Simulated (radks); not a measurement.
**Be⁺ in [He] 3s1: an all-electron calculation**

Wanted: eigenvalues, radial structure and energy terms of the beryllium ion Be+.

Method: scalar-relativistic Kohn-Sham, LDA (Slater exchange, Perdew-Wang correlation), spin-polarised, spherical densities, finite nucleus; open shells are filled with parallel spins first. Code: radks (a radial shooting solver on a logarithmic mesh, Libxc functionals) version 1.

**1. What is computed**

| Item | Value |
| --- | --- |
| element | beryllium (Z = 4) |
| charge | +1 |
| electrons | 3 |
| configuration | [He] 3s1 |
| nuclear rms radius | 2.519 fm |

Outer shells as boxes (Hund's rule):

Be⁺
```
[He] core
3s [↑ ]
```

**2. The calculation**

Input:

```text
Z 4
configuration [He] 3s1 2s0 2p0 3d0 4f0
relativity scalar-relativistic
functional lda,pw
spin polarised
nucleus finite rms 2.519 fm
c 137.035999084
```

The run is started by

```console
python run_ks.py task.json out
```

All runs below come from this command, one after another.

Q: Predict the outcome of this run.

The runs gave:

```
                        quantity                   value
                    total energy       -13.72441 hartree
exchange-correlation share of it                 15.90 %
                            −T/E                  0.9927
          highest occupied level        3s up, -6.034 eV
    most extended occupied level  3s up, <r> = 5.49 bohr
 radius at density 0.001 e/bohr³               1.96 bohr
    maxima of the radial density                       2
```

2 principal shells are occupied and 2 maxima appear in the radial density. This is not the tabulated ground configuration, so its levels and sizes aren't those of the ground state, and no measured value stands beside it.
